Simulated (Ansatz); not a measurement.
# C₂H₃ClSSi: up Jacob's ladder to CCSD(T)

An exercise on one series of results from a longer session: the logs are not shown, and one member is left open.

Computed with Ansatz 0.2.0, Gaussian basis. Level: functionals in def2-TZVPP, the program's frozen cores in correlated methods.

Plan: LDA (SPW92), PBE-D4, revPBE-D4, BLYP-D4, r2SCAN-D4, B97M-V, PBE0-D4, B3LYP-D4, r2SCANh-D4, r2SCAN0-D4, HSE06-D4, BHLYP-D4, CAM-B3LYP-D4, LC-ωPBE, ωB97X-V, ωB97M-V, B2PLYP, PBE-QIDH; CCSD(T)/def2-SVP; CCSD(T)/def2-TZVPP; MP2/def2-QZVPP; extrapolation to the limit; RPA on PBE.

### Structure used throughout

All runs share one geometry, relaxed beforehand with PBE0-D4 in a triple-zeta def2 set.

SMILES `C=C1S[SiH]1Cl`, 8 atoms, charge 0, spin multiplicity 1.

Atoms are counted from 1 here; the program's logs count them from 0.

Bond lengths: C1–C2 1.322 Å, C1–H6 1.084 Å, C1–H7 1.085 Å, C2–S3 1.807 Å, C2–Si4 1.796 Å, S3–Si4 2.095 Å, Si4–Cl5 2.033 Å, Si4–H8 1.472 Å. Angles: C2–C1–H6 119.9°, C2–C1–H7 122.4°, H6–C1–H7 117.6°, C1–C2–S3 133.2°, C1–C2–Si4 155.7°, S3–C2–Si4 71.1°, C2–S3–Si4 54.2°, C2–Si4–S3 54.7°, C2–Si4–Cl5 121.1°, C2–Si4–H8 123.2°, S3–Si4–Cl5 120.3°, S3–Si4–H8 119.7°, Cl5–Si4–H8 108.8°.

The first run:

in.yaml

```yaml
crystal:
  periodic: [false, false, false]
  atoms:
    - {symbol: C, position_ang: [1.092327, 0.985985, 0.751075]}
    - {symbol: C, position_ang: [0.396897, 0.009641, 0.193848]}
    - {symbol: S, position_ang: [0.812624, -1.675899, -0.306352]}
    - {symbol: Si, position_ang: [-1.054324, -0.754953, -0.537338]}
    - {symbol: Cl, position_ang: [-1.709475, -0.211426, -2.383215]}
    - {symbol: H, position_ang: [0.618410, 1.939355, 0.955347]}
    - {symbol: H, position_ang: [2.138448, 0.876611, 1.016783]}
    - {symbol: H, position_ang: [-2.202807, -1.226316, 0.254051]}
basis:
  gaussian: {orbitals: def2-TZVPP}
hamiltonian: {xc: lda}
output: {orbitals: {seedname: orbitals}}
```

The run is started by

```sh
$ ansatz run in.yaml --threads 2 --pin off --events-out ev --progress --plain --max-ram 4352MiB
```

Among the steps run: LDA; PBE-D4 (GGA); revPBE-D4 (GGA); BLYP-D4 (GGA); r2SCAN-D4 (meta-GGA); B97M-V (meta-GGA); PBE0-D4 (hybrid); B3LYP-D4 (hybrid); r2SCANh-D4 (hybrid); r2SCAN0-D4 (hybrid); HSE06-D4 (hybrid); BHLYP-D4 (hybrid); CAM-B3LYP-D4 (range-separated); LC-ωPBE (range-separated); ωB97X-V (range-separated); ωB97M-V (range-separated); B2PLYP (double hybrid); PBE-QIDH (double hybrid).

One of the session's tables, all rows but one given; the rest of the session is left out.

It belongs to the step «Orbital energies across the functionals». 

```
  functional  HOMO (eV)  gap (eV)
 LDA (SPW92)      -5.98      3.87
      PBE-D4      -5.81      3.93
   revPBE-D4          ?         ?
     BLYP-D4      -5.62      3.92
   r2SCAN-D4      -6.01      4.31
      B97M-V      -6.04      4.39
     PBE0-D4      -6.86      5.86
    B3LYP-D4      -6.62      5.46
  r2SCANh-D4      -6.40      5.02
  r2SCAN0-D4      -6.99      6.09
    HSE06-D4      -6.46      5.09
    BHLYP-D4      -7.72      7.79
CAM-B3LYP-D4      -8.06      8.21
     LC-ωPBE      -9.41     10.61
     ωB97X-V      -9.05     10.20
     ωB97M-V      -8.91      9.94
```

Estimate the missing values for revPBE-D4.

**Answer.** HOMO (eV): -5.75; gap (eV): 3.96. In the column «HOMO (eV)» it lies between PBE-D4 (-5.81) and BLYP-D4 (-5.62).
